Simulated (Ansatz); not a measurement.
# F− with CH3F: structure and interaction energy

One table from this session's results is given with a row withheld; the runs are named, their logs left out.

Computed with Ansatz 0.2.0, Gaussian basis. Level: PBE0-D4 structure, single points in def2-TZVPPD.

Levels: PBE-D4, revPBE-D4, BLYP-D4, r2SCAN-D4, B97M-V, PBE0-D4, B3LYP-D4, HSE06-D4, wB97X-V, wB97M-V, B2PLYP, Hartree-Fock, MP2, CCSD, CCSD(T). The reference is CCSD(T) extrapolated to the basis limit.

Cores are frozen in the correlated methods. B3LYP uses VWN-RPA correlation. B2PLYP carries no dispersion term here.

163 further runs of the same task are left out: 163 set aside as unsound or not needed.

### Starting geometry

The pair, from a GFN2-xTB docking trial: 6 atoms, charge -1, spin multiplicity 1.

Atoms are counted from 1 here; the program's logs count them from 0.

Bond lengths: C2–F3 1.389 Å, C2–H4 1.121 Å, C2–H5 1.091 Å, C2–H6 1.091 Å. Angles: F3–C2–H4 111.2°, F3–C2–H5 106.8°, F3–C2–H6 106.8°, H4–C2–H5 110.7°, H4–C2–H6 110.8°, H5–C2–H6 110.4°.

Coordinates:

```xyz
6
charge -1, multiplicity 1
F    -0.47650    0.23060   -2.29020
C     0.12540   -0.08210    0.40520
F    -0.52880    0.67910    1.36490
H    -0.23610    0.16700   -0.62600
H    -0.07410   -1.12780    0.64210
H     1.19010    0.13330    0.50400
```

Atoms 1 to 1 are fragment A (F−), the rest fragment B (CH3F).

Set-up of the first run:

pre/in.yaml reads:

```yaml
crystal:
  periodic: [false, false, false]
  atoms:
    - {symbol: F, position_ang: [-0.476500, 0.230600, -2.290200]}
    - {symbol: C, position_ang: [0.125400, -0.082100, 0.405200]}
    - {symbol: F, position_ang: [-0.528800, 0.679100, 1.364900]}
    - {symbol: H, position_ang: [-0.236100, 0.167000, -0.626000]}
    - {symbol: H, position_ang: [-0.074100, -1.127800, 0.642100]}
    - {symbol: H, position_ang: [1.190100, 0.133300, 0.504000]}
basis:
  gaussian: {orbitals: def2-SVPD}
total_charge: -1
hamiltonian: {xc: pbe, dispersion: d4}
relax: {f_tol: 0.03, max_steps: 250}
```

Run with:

```
$ ansatz run in.yaml --threads 2 --pin off --events-out ev --progress --plain --max-ram 5222MiB
```

Among the steps run: A first relaxation in a small basis; Relaxation at PBE0-D4; wB97X-V/def2-TZVPPD; wB97M-V/def2-TZVPPD; B2PLYP/def2-TZVPPD; B97M-V/def2-TZVPPD; CCSD(T)/def2-TZVPPD; MP2/def2-QZVPPD; Hartree-Fock/STO-3G; SPW92/def2-SVP; wB97M-V/def2-SVP; CCSD(T)/def2-SVP; Vibrations of the pair.

One table of the session follows, with a row left open; its other results are not shown here.

```
      method  interaction (kcal/mol)
      PBE-D4                  -14.96
   revPBE-D4                  -13.64
     BLYP-D4                  -13.87
   r2SCAN-D4                  -15.22
      B97M-V                  -14.66
     PBE0-D4                  -15.37
    B3LYP-D4                  -14.71
    HSE06-D4                       ?
     wB97X-V                  -14.42
     wB97M-V                  -14.60
      B2PLYP                  -13.87
Hartree-Fock                  -12.67
         MP2                  -13.35
        CCSD                  -13.61
     CCSD(T)                  -13.78
 CCSD(T)/CBS                  -14.62
```

Q: Estimate the row for HSE06-D4 from the others.

As computed: interaction (kcal/mol): -15.36. In the column «interaction (kcal/mol)» it lies between PBE0-D4 (-15.37) and r2SCAN-D4 (-15.22).

Among the levels timed on like hardware and quicker than the yardstick, those that no quicker one beats, quickest first: PBE-D4 (3 s, -0.34 kcal/mol); B3LYP-D4 (4.2 s, -0.10 kcal/mol); B97M-V (9.5 s, -0.05 kcal/mol); wB97M-V (12 s, +0.02 kcal/mol).

wB97M-V reaches 0.02 kcal/mol from the reference in 12 s, where CCSD(T)/CBS took 47 s; the quickest level in the cost chart, PBE-D4, takes 3 s and misses by 0.34 kcal/mol.

Limits of these values: A lower arrangement may exist.
